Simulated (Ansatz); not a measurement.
# CH7FGeO2Si: up Jacob's ladder to CCSD(T)

The task here is to estimate one member of a computed series from the others.

Computed with Ansatz 0.2.0, Gaussian basis. Level: functionals in def2-TZVPP, the program's frozen cores in correlated methods.

Plan: PBE-D4, r2SCAN-D4, PBE0-D4, B3LYP-D4, ωB97X-V, ωB97M-V, B2PLYP; CCSD(T)/def2-TZVPP; MP2/def2-QZVPP; extrapolation to the limit.

### The relaxed structure

All runs share one geometry, relaxed beforehand with PBE0-D4 in a triple-zeta def2 set.

SMILES `[OH][GeH2][CH2][SiH](O)F`, 13 atoms, charge 0, spin multiplicity 1.

Atoms are counted from 1 here; the program's logs count them from 0.

Bond lengths: O1–Ge2 1.805 Å, O1–H7 0.959 Å, Ge2–C3 1.942 Å, Ge2–H8 1.541 Å, Ge2–H9 1.539 Å, C3–Si4 1.862 Å, C3–H10 1.094 Å, C3–H11 1.094 Å, Si4–O5 1.622 Å, Si4–F6 1.603 Å, Si4–H12 1.477 Å, O5–H13 0.971 Å. Angles: Ge2–O1–H7 114.4°, O1–Ge2–C3 102.8°, O1–Ge2–H8 107.8°, O1–Ge2–H9 108.3°, C3–Ge2–H8 113.6°, C3–Ge2–H9 113.3°, H8–Ge2–H9 110.4°, Ge2–C3–Si4 113.1°, Ge2–C3–H10 108.0°, Ge2–C3–H11 108.5°, Si4–C3–H10 109.3°, Si4–C3–H11 110.1°, H10–C3–H11 107.7°, C3–Si4–O5 111.2°, C3–Si4–F6 105.9°, C3–Si4–H12 113.7°, O5–Si4–F6 111.3°, O5–Si4–H12 108.0° and more.

The first run:

File in.yaml:

```yaml
crystal:
  periodic: [false, false, false]
  atoms:
    - {symbol: O, position_ang: [-1.150687, 0.763894, 1.334583]}
    - {symbol: Ge, position_ang: [0.337848, 1.396974, 0.532905]}
    - {symbol: C, position_ang: [1.130868, -0.204464, -0.227893]}
    - {symbol: Si, position_ang: [-0.125874, -1.355029, -0.979340]}
    - {symbol: O, position_ang: [-1.295320, -1.719882, 0.083755]}
    - {symbol: F, position_ang: [-0.717003, -0.585798, -2.255074]}
    - {symbol: H, position_ang: [-1.749644, 1.442570, 1.650736]}
    - {symbol: H, position_ang: [1.210460, 2.062213, 1.615076]}
    - {symbol: H, position_ang: [-0.084990, 2.430375, -0.526631]}
    - {symbol: H, position_ang: [1.668319, -0.727622, 0.568325]}
    - {symbol: H, position_ang: [1.863769, 0.096320, -0.982392]}
    - {symbol: H, position_ang: [0.450723, -2.620785, -1.476771]}
    - {symbol: H, position_ang: [-1.538448, -0.978768, 0.662710]}
basis:
  gaussian: {orbitals: def2-TZVPP}
hamiltonian: {xc: pbe, dispersion: d4}
output: {forces: true, orbitals: {seedname: orbitals}}
```

On the command line:

```sh
$ ansatz run in.yaml --threads 2 --pin off --events-out ev --progress --plain --max-ram 32768MiB --backend cuda --devices 0, --max-vram 18GiB
```

Steps of the session up to this table: PBE-D4 (GGA); r2SCAN-D4 (meta-GGA); PBE0-D4 (hybrid); B3LYP-D4 (hybrid); ωB97X-V (range-separated); ωB97M-V (range-separated); B2PLYP (double hybrid); CCSD(T) in def2-TZVPP; MP2 in def2-QZVPP.

One of the session's tables, all rows but one given; the rest of the session is left out.

It belongs to the step «Atomisation energies». 

```
            method  atomisation energy (kJ/mol)
            PBE-D4                       4807.6
         r2SCAN-D4                       4783.1
           PBE0-D4                       4724.0
          B3LYP-D4                       4743.5
           ωB97X-V                       4793.6
           ωB97M-V                       4778.0
            B2PLYP                       4716.3
     HF/def2-TZVPP                       3456.2
    MP2/def2-TZVPP                       4776.9
   CCSD/def2-TZVPP                       4614.7
CCSD(T)/def2-TZVPP                       4683.4
           MP2/CBS                            ?
       CCSD(T)/CBS                       4809.7
```

**Question.** Estimate the row for MP2/CBS.

As computed: atomisation energy (kJ/mol): 4903.2. In the column «atomisation energy (kJ/mol)» it is the highest.

To keep in mind: Free atoms (2 O, 1 Ge, 1 C, 1 Si, 1 F, 7 H) were run apart at each level; the atomisation energy is their sum less the molecule, without zero-point or spin-orbit terms.
